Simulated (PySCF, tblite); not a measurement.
**C8H9O radical: geometry, infrared bands and EPR parameters**

What infrared bands and EPR parameters should C8H9O radical (`CCc1[c]c(O)ccc1`) show?

Programs: tblite 0.8.0 and PySCF 2.14.0, with density-fitted response routines of our own. Each step states its level of theory. These are calculated values for one molecule in the gas phase, unless marked as measured. Atoms are numbered from 0 throughout.

## Step 1: The starting structure

18 atoms, charge 0, multiplicity 2; geometry from: force field or distance geometry start.

Bonds of the start (Å): C0–C1 1.52, C1–C2 1.49, C2–C3 1.41, C3–C4 1.39, C4–O5 1.37, C4–C6 1.39, C6–C7 1.40, C7–C8 1.40, C8–C2 1.40, C0–H9 1.09, C0–H10 1.08, C0–H11 1.10, C1–H12 1.11, C1–H13 1.11, O5–H14 0.98, C6–H15 1.08, C7–H16 1.09, C8–H17 1.09.

## Step 2: Optimising the geometry with GFN2-xTB

The job: settings as JSON, then the geometry in Å.

```
{"job": {"kind": "relax", "xc": "GFN2-xTB", "basis": "xTB"}, "charge": 0, "multiplicity": 2}
C      2.609200     0.312300    -0.371700
C      1.690200    -0.046100     0.785700
C      0.260700    -0.137800     0.384000
C     -0.578100     0.989900     0.513800
C     -1.910400     0.916000     0.130800
O     -2.734300     1.999000     0.257200
C     -2.434200    -0.242400    -0.426700
C     -1.607900    -1.357900    -0.569700
C     -0.270400    -1.311100    -0.175100
H      2.537500    -0.432500    -1.165600
H      3.638700     0.371300    -0.039400
H      2.322200     1.282800    -0.795600
H      1.802200     0.692900     1.605500
H      2.013600    -1.010900     1.221000
H     -2.206500     2.725500     0.656100
H     -3.478400    -0.280400    -0.718100
H     -2.015800    -2.273100    -1.000100
H      0.353000    -2.191200    -0.304100
```

Command:

```
> OMP_NUM_THREADS=1 python probes_run.py task.json out
```

The driver reads the jobs from task.json and runs them one after another.

What it wrote:

```text
step      E/eV     max force
  0    -698.61515    2.602
  1    -698.72584    0.805
  2    -698.74782    0.402
  3    -698.76142    0.220
  4    -698.76304    0.104
  5    -698.76403    0.099
  6    -698.76494    0.097
  7    -698.76546    0.059
  8    -698.76569    0.037
  9    -698.76585    0.044
 10    -698.76605    0.045
 11    -698.76629    0.045
 12    -698.76648    0.031
 13    -698.76661    0.024
 14    -698.76674    0.030
 15    -698.76688    0.036
 16    -698.76702    0.027
 17    -698.76711    0.023
 18    -698.76717    0.021
 19    -698.76724    0.025
 20    -698.76731    0.020
 21    -698.76738    0.016
 22    -698.76744    0.018
 23    -698.76750    0.020
 24    -698.76756    0.018
 25    -698.76760    0.017
 26    -698.76763    0.012
 27    -698.76766    0.016
 28    -698.76770    0.016
 29    -698.76773    0.015
 30    -698.76776    0.016
 31    -698.76780    0.015
 32    -698.76783    0.017
 33    -698.76786    0.017
 34    -698.76788    0.011
 35    -698.76791    0.013
 36    -698.76794    0.018
 37    -698.76798    0.018
 38    -698.76801    0.011
 39    -698.76804    0.009
```

Wall time 0.26 s (1 thread of Arm Neoverse V1, shared host).

The steps of the relaxation: (not every step is listed)

```
step  energy from step 0 (eV)  largest force (eV/Å)
   0                   0.0000                2.6023
   1                  -0.1107                0.8053
   2                  -0.1327                0.4021
   3                  -0.1463                0.2203
   4                  -0.1479                0.1040
   5                  -0.1489                0.0987
   6                  -0.1498                0.0969
   7                  -0.1503                0.0591
   8                  -0.1505                0.0371
  10                  -0.1509                0.0448
  12                  -0.1513                0.0306
  14                  -0.1516                0.0300
  16                  -0.1519                0.0275
  18                  -0.1520                0.0209
  20                  -0.1522                0.0204
  22                  -0.1523                0.0177
  24                  -0.1524                0.0179
  26                  -0.1525                0.0124
  28                  -0.1526                0.0157
  30                  -0.1526                0.0156
  32                  -0.1527                0.0173
  34                  -0.1527                0.0106
  35                  -0.1528                0.0129
  36                  -0.1528                0.0179
  37                  -0.1528                0.0181
  38                  -0.1529                0.0108
  39                  -0.1529                0.0093
```

Close pairs (by a distance rule), those that changed most:

```
  bond  before (Å)  after (Å)  change (Å)
 C2–C3       1.411      1.364      -0.048
C1–H12       1.109      1.091      -0.018
O5–H14       0.983      0.964      -0.018
 C3–C4       1.388      1.371      -0.018
 C1–C2       1.488      1.503      +0.015
C1–H13       1.107      1.092      -0.015
 C6–C7       1.396      1.381      -0.014
 C7–C8       1.395      1.382      -0.013
```

The final coordinates are the input of the step that follows.

## Step 3: Vibrational analysis with GFN2-xTB

The job: settings as JSON, then the geometry in Å.

```
{"job": {"kind": "ir", "xc": "GFN2-xTB", "basis": "xTB"}, "charge": 0, "multiplicity": 2}
C      2.583306     0.310034    -0.379486
C      1.703361    -0.064894     0.813610
C      0.259312    -0.135047     0.402780
C     -0.591738     0.924683     0.512180
C     -1.906933     0.935948     0.126205
O     -2.736080     2.007872     0.252015
C     -2.409744    -0.244552    -0.431438
C     -1.585803    -1.344585    -0.567087
C     -0.265786    -1.303982    -0.160065
H      2.486547    -0.429545    -1.171171
H      3.627002     0.363404    -0.078128
H      2.287167     1.277316    -0.778661
H      1.824655     0.680772     1.600917
H      2.017296    -1.034123     1.206253
H     -2.249981     2.740965     0.647499
H     -3.442553    -0.258364    -0.743377
H     -1.983548    -2.251687    -0.999007
H      0.374761    -2.167897    -0.264696
```

What it wrote:

```text
mode    cm-1     km/mol
  1      31.6      0.01
  2     121.9      0.01
  3     191.4      0.01
  4     206.3      0.47
  5     282.3      1.08
  6     290.1      0.19
  7     402.1     16.91
  8     405.7    155.66
  9     452.4     10.44
 10     476.5      2.65
 11     513.2      2.80
 12     575.8      8.26
 13     626.1      1.79
 14     733.5      8.44
 15     786.7     32.63
 16     820.1      1.78
 17     837.9      0.62
 18     895.5      0.11
 19     935.6     23.28
 20     965.7     26.60
 21    1030.6      4.60
 22    1068.3      6.02
 23    1079.9      9.37
 24    1106.7      3.53
 25    1130.3    224.14
 26    1168.1     34.53
 27    1220.3      2.31
 28    1241.9      3.29
 29    1282.4     66.33
 30    1307.1      7.04
 31    1316.1      6.25
 32    1408.2      0.62
 33    1429.0    141.27
 34    1453.3     20.12
 35    1481.2      0.85
 36    1496.7      3.54
 37    1504.5      1.72
 38    1527.2     12.53
 39    1623.9     99.16
 40    2977.0     27.77
 41    2990.3     28.41
 42    3032.6     53.99
 43    3035.6     36.89
 44    3041.4     25.70
 45    3064.1     14.39
 46    3077.1     37.64
 47    3093.1     18.96
 48    3525.1     29.27
```

Wall time 0.65 s (1 thread of Arm Neoverse V1, shared host).

The strongest bands and the atoms that carry them (share of the mass-weighted mode):

```
cm⁻¹  km/mol                                atoms
 406   155.7                             H14 87 %
1130   224.1          H14 45 %, H15 16 %, O5 15 %
1282    66.3  C2 20 %, C4 18 %, H12 16 %, C6 13 %
1429   141.3            C4 36 %, C2 26 %, C3 10 %
1624    99.2   C3 33 %, C7 19 %, C2 15 %, C4 14 %
3033    54.0                             H10 88 %
3036    36.9                    H9 67 %, H11 22 %
3077    37.6         H16 59 %, H17 23 %, H15 10 %
```

## Step 4: g tensor and hyperfine couplings: B3LYP/pcH-1

Settings changed since step 3:

```diff
@@ -1,2 +1,2 @@
-{"job": {"kind": "ir", "xc": "GFN2-xTB", "basis": "xTB"}, "charge": 0, "multiplicity": 2}
+{"job": {"kind": "epr", "basis": "pcH-1"}, "charge": 0, "multiplicity": 2}
 C      2.583306     0.310034    -0.379486
```

Level: UKS B3LYP, pcH-1 on C H O, non-relativistic, mean-field spin-orbit, GIAO.

What it wrote:

```text
UKS, coarse grid
  cycle   1  E = -385.33299599  |g| = 5.11e-01
  cycle   2  E = -385.24204607  |g| = 7.21e-01
  cycle   3  E = -385.43609361  |g| = 1.04e-01
  cycle   4  E = -385.44066344  |g| = 3.75e-02
  cycle   5  E = -385.44138069  |g| = 1.17e-02
  cycle   6  E = -385.44144880  |g| = 5.40e-03
  cycle   7  E = -385.44147039  |g| = 2.01e-03
  cycle   8  E = -385.44147532  |g| = 1.21e-03
  cycle   9  E = -385.44147739  |g| = 4.75e-04
UKS, final grid
  cycle   1  E = -385.44149403  |g| = 4.56e-04
  cycle   2  E = -385.44149413  |g| = 6.48e-04
  cycle   3  E = -385.44149437  |g| = 1.76e-04
  cycle   4  E = -385.44149445  |g| = 1.65e-04
  cycle   5  E = -385.44149451  |g| = 4.22e-05
  cycle   6  E = -385.44149451  |g| = 1.19e-05
E = -385.44149451 Eh   <S^2> = 0.7566 (exact 0.7500)
g shifts (ppm)      1          2          3
  rmc          -158       -158       -158
  gc             22         14         26
  oz_so        -270         63        428
  total        -407        -82        295
hyperfine (MHz)  atom isotope    a_iso     a_fc   dipolar eigenvalues
    0   13C      -3.34      -3.34     -0.49     -0.26      0.76
    1   13C      27.25      27.25     -3.24     -2.89      6.13
    2   13C       7.54       7.54    -13.23     -1.62     14.85
    3   13C     351.08     351.08    -76.58    -60.21    136.79
    4   13C      -1.80      -1.80    -14.94     -5.52     20.46
    5   17O     -13.03     -13.03     -6.73      1.79      4.94
    6   13C      25.17      25.17     -5.15     -1.84      6.99
    7   13C      -3.02      -3.02     -5.73      2.00      3.73
    8   13C      39.77      39.77     -6.14     -2.50      8.64
    9    1H       0.26       0.26     -1.32     -1.13      2.45
   10    1H       0.64       0.64     -0.99     -0.93      1.92
   11    1H       0.19       0.19     -2.42     -2.27      4.69
   12    1H      -2.86      -2.86     -5.24     -2.76      7.99
   13    1H      -1.31      -1.31     -2.42     -1.83      4.25
   14    1H       0.50       0.50     -6.46     -3.95     10.41
   15    1H      27.54      27.54     -2.91     -1.83      4.74
   16    1H       4.28       4.28     -1.60      0.19      1.41
   17    1H      16.85      16.85     -3.15     -2.07      5.22
```

It took 1.8 min on 1 thread of Arm Neoverse V1, shared host; peak memory 0.97 GiB.

Principal g values 2.00191, 2.00224, 2.00261; g(iso) = 2.00225, against 2.00232 for a free electron.

Mean a(iso) over the nuclei that a row names, and the largest dipolar term of the row (other rows stand at the frozen geometry):

```
  nuclei  isotope  a(iso) (MHz)  a(iso) (G, at g = 2.0023)  largest dipolar term (MHz)
      C3      13C         351.1                      125.3                       136.8
      C8      13C          39.8                       14.2                         8.6
     H15       1H          27.5                        9.8                         4.7
      C1      13C          27.2                        9.7                         6.1
      C6      13C          25.2                        9.0                         7.0
     H17       1H          16.8                        6.0                         5.2
      O5      17O         -13.0                       -4.6                        -6.7
      C2      13C           7.5                        2.7                        14.9
     H16       1H           4.3                        1.5                        -1.6
      C0      13C          -3.3                       -1.2                         0.8
      C7      13C          -3.0                       -1.1                        -5.7
H12, H13       1H          -2.1                       -0.7                         8.0
      C4      13C          -1.8                       -0.6                        20.5
     H14       1H           0.5                        0.2                        10.4
```

Mulliken spin populations:

C0 0.00; C1 0.02; C2 -0.08; C3 1.01; C4 -0.06; O5 0.01; C6 0.04; C7 -0.04; C8 0.06; H9 0.00; H10 0.00; H11 0.00; H12 0.00; H13 0.00; H14 0.01; H15 0.01; H16 0.00; H17 0.01

In first order the couplings over 0.8 MHz of 1H give 24 distinct lines over 18.8 G, if the averaged nuclei exchange fast.

Orbitals, density, ELF and potential are computed afterwards from the orbital file.

ELF in a plane through or near 9 of the atoms.

Values, 10 rows by 14 columns:
```
0.00 0.00 0.00 0.00 0.00 0.00 0.00 0.00 0.00 0.00 0.00 0.00 0.00 0.00
0.00 0.00 0.00 0.00 0.00 0.00 0.00 0.00 0.00 0.03 0.01 0.00 0.00 0.00
0.00 0.00 0.00 0.00 0.00 0.00 0.02 0.27 0.02 0.91 0.51 0.05 0.00 0.00
0.00 0.00 0.04 0.04 0.02 0.02 0.18 0.90 0.40 0.60 0.37 0.78 0.01 0.00
0.00 0.02 0.98 0.95 0.53 0.48 0.37 0.68 0.84 0.61 0.14 0.03 0.00 0.00
0.00 0.01 0.84 0.67 0.57 0.55 0.53 0.62 0.03 0.36 0.75 0.96 0.12 0.00
0.00 0.00 0.00 0.01 0.02 0.01 0.64 0.27 0.59 0.67 0.31 0.75 0.03 0.00
0.00 0.00 0.00 0.00 0.00 0.25 0.99 0.50 0.51 1.00 0.40 0.00 0.00 0.00
0.00 0.00 0.00 0.00 0.00 0.00 0.20 0.01 0.11 0.91 0.17 0.00 0.00 0.00
0.00 0.00 0.00 0.00 0.00 0.00 0.00 0.00 0.00 0.00 0.00 0.00 0.00 0.00
```
The map spans 12.4 Å across and 10.6 Å up, centred on the molecule. Atoms in the plane (x, y in Å): C3 (0.6, 1.0), C4 (1.9, 0.9), O5 (2.8, 1.9), C6 (2.4, -0.4), C7 (1.5, -1.5), C8 (0.2, -1.3), H14 (2.4, 2.7), H16 (1.9, -2.5), H17 (-0.5, -2.1).

On the surface of density 0.002 e/bohr³ the electrostatic potential runs, from the 1st to the 99th percentile, from -1.20 V near O5 to 2.32 V near H14.

The spin density lies nearest to C3 72 %.

## Step 5: Outcome

| quantity | value |
| --- | --- |
| strongest single infrared mode (GFN2-xTB) | 1130 cm⁻¹, 224 km/mol |
| zero-point energy (GFN2-xTB) | 90.4 kcal/mol |
| g(iso) (B3LYP) | 2.00225 |
| ⟨S²⟩ | 0.757 (exact 0.75) |
| largest a(iso) (averaged by class) | 13C on C3, 351.1 MHz |
| surface potential, 1st and 99th percentile | -1.20 V and 2.32 V |

Relaxing lowered the energy by 0.153 eV in 39 steps; the close pair that moved most is C2–C3, from 1.411 to 1.364 Å. No mode is imaginary among the 48: a minimum at this level. The strongest single mode, at 1130 cm⁻¹, has its largest shares on H14, H15 and O5 (the list is cut at 3 atoms). GFN2-xTB is a fitted tight-binding method: band positions and strengths are rough. Its intensities can rank the bands wrongly. Most of the unpaired spin sits on C3 (1.01 e). The isotropic g lies 0.1 ppt below the free-electron value.
